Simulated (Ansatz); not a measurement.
# CH₈GeSSi: up Jacob's ladder to CCSD(T)

The task here is to estimate one member of a computed series from the others.

Program: Ansatz 0.2.0, Gaussian basis. Level of theory: functionals in def2-TZVPP, the program's frozen cores in correlated methods. These are calculated values, not measurements.

The runs, in order: PBE-D4, r2SCAN-D4, PBE0-D4, B3LYP-D4, ωB97X-V, ωB97M-V, B2PLYP; CCSD(T)/def2-TZVPP; MP2/def2-QZVPP; extrapolation to the limit.

## The geometry

All runs share one geometry, relaxed beforehand with PBE0-D4 in a triple-zeta def2 set.

SMILES `CS[SiH2][GeH3]`, 12 atoms, charge 0, spin multiplicity 1.

Atoms are counted from 1 here; the program's logs count them from 0.

Bond lengths: C1–S2 1.816 Å, C1–H5 1.090 Å, C1–H6 1.090 Å, C1–H7 1.090 Å, S2–Si3 2.130 Å, Si3–Ge4 2.383 Å, Si3–H8 1.491 Å, Si3–H9 1.486 Å, Ge4–H10 1.537 Å, Ge4–H11 1.540 Å, Ge4–H12 1.539 Å. Angles: S2–C1–H5 111.4°, S2–C1–H6 106.6°, S2–C1–H7 111.0°, H5–C1–H6 108.8°, H5–C1–H7 109.9°, H6–C1–H7 108.9°, C1–S2–Si3 99.8°, S2–Si3–Ge4 112.1°, S2–Si3–H8 110.4°, S2–Si3–H9 105.4°, Ge4–Si3–H8 109.4°, Ge4–Si3–H9 110.1°, H8–Si3–H9 109.3°, Si3–Ge4–H10 110.3°, Si3–Ge4–H11 110.8°, Si3–Ge4–H12 111.0°, H10–Ge4–H11 108.1°, H10–Ge4–H12 108.7° and more.

The first run:

The input, in.yaml:

```yaml
crystal:
  periodic: [false, false, false]
  atoms:
    - {symbol: C, position_ang: [-1.600674, 1.371072, -0.167712]}
    - {symbol: S, position_ang: [-0.398046, 1.502540, 1.185966]}
    - {symbol: Si, position_ang: [0.350935, -0.491478, 1.202913]}
    - {symbol: Ge, position_ang: [1.493372, -1.039045, -0.815115]}
    - {symbol: H, position_ang: [-1.112527, 1.125744, -1.110543]}
    - {symbol: H, position_ang: [-2.074135, 2.347999, -0.260315]}
    - {symbol: H, position_ang: [-2.365194, 0.628002, 0.059350]}
    - {symbol: H, position_ang: [-0.758763, -1.462656, 1.421492]}
    - {symbol: H, position_ang: [1.289316, -0.551308, 2.353201]}
    - {symbol: H, position_ang: [2.739054, -0.154035, -0.980032]}
    - {symbol: H, position_ang: [0.582590, -0.817297, -2.036431]}
    - {symbol: H, position_ang: [1.931071, -2.514838, -0.818772]}
basis:
  gaussian: {orbitals: def2-TZVPP}
hamiltonian: {xc: pbe, dispersion: d4}
output: {forces: true, orbitals: {seedname: orbitals}}
```

Launch:

```sh
ansatz run in.yaml --threads 4 --pin off --events-out ev --progress --plain --max-ram 10444MiB
```

Steps of the session up to this table: PBE-D4 (GGA); r2SCAN-D4 (meta-GGA); PBE0-D4 (hybrid); B3LYP-D4 (hybrid); ωB97X-V (range-separated); ωB97M-V (range-separated); B2PLYP (double hybrid); CCSD(T) in def2-TZVPP; MP2 in def2-QZVPP.

One table of the session follows, with a row left open; its other results are not shown here.

```
            method  atomisation energy (eV)
            PBE-D4                   38.409
         r2SCAN-D4                   38.510
           PBE0-D4                   38.209
          B3LYP-D4                   38.284
           ωB97X-V                   38.705
           ωB97M-V                   38.397
            B2PLYP                   37.775
     HF/def2-TZVPP                        ?
    MP2/def2-TZVPP                   37.428
   CCSD/def2-TZVPP                   37.161
CCSD(T)/def2-TZVPP                   37.608
           MP2/CBS                   38.334
       CCSD(T)/CBS                   38.514
```

**Question.** Estimate the row for HF/def2-TZVPP.

As computed: atomisation energy (eV): 28.546. In the column «atomisation energy (eV)» it is the lowest.

Caveats from the session: Free atoms (1 C, 1 S, 1 Si, 1 Ge, 8 H) were run apart at each level; the atomisation energy is their sum less the molecule, without zero-point or spin-orbit terms.
